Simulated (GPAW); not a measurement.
InAu3:

```xyz
4
Lattice="3.1606 0.0000 0.0000 -1.5803 2.7372 0.0000 0.0000 0.0000 9.0576" Properties=species:S:1:pos:R:3 pbc="T T T"
Au    0.0000    1.8248    6.8077
Au    0.0000    1.8248    2.2499
Au    1.5803    0.9124    4.5288
In    1.5803    0.9124    0.0000
```

The cell comes from a database or a generator and needn't be the stable form of this composition.

```yaml
Program: GPAW 26.7.0
Task: single point
Functional: PBEsol
Potentials_or_basis: PAW data sets generated in the run's folder for this functional
Cutoff: 600 eV
Basis: pw
k_mesh: 10 × 10 × 3
Occupations: fermi-dirac, width 0.05 eV
Spin: no spin polarisation
```

On this cell: pressure -6.5 GPa; largest force 0.106 eV/Å; band gap on the k mesh none (metal or under the smearing width).

The same run follows on a disturbed copy (atoms moved at random, drawn with an rms of 0.05 Å):

```
Au In
1.0
     3.16059    0.00000    0.00000
    -1.58029    2.73715    0.00000
     0.00000    0.00000    9.05757
Au In
3 1
Direct
  0.33221 0.67237 0.75019
  0.31082 0.65639 0.24206
  0.66662 0.33734 0.50751
  0.65508 0.33743 0.00299
```

What changes?

The energy (extrapolated to zero smearing) moves by +12.8 meV/atom; pressure -5.9 GPa; largest force 0.679 eV/Å; band gap on the k mesh none (metal or under the smearing width).

Forces on the atoms (eV/Å):
```
Au  -0.009 -0.003  0.298
Au   0.025  0.048  0.677
Au  -0.021 -0.006 -0.568
In   0.005 -0.039 -0.406
```

Stress tensor (GPa, compression positive):
```
-5.54  0.10  0.02
 0.10 -5.72  0.03
 0.02  0.03 -6.57
```

Caveats: with this Au data set, volumes or pressures lay over 1.5 % or 2 GPa off other programs in two to four cells of ten.
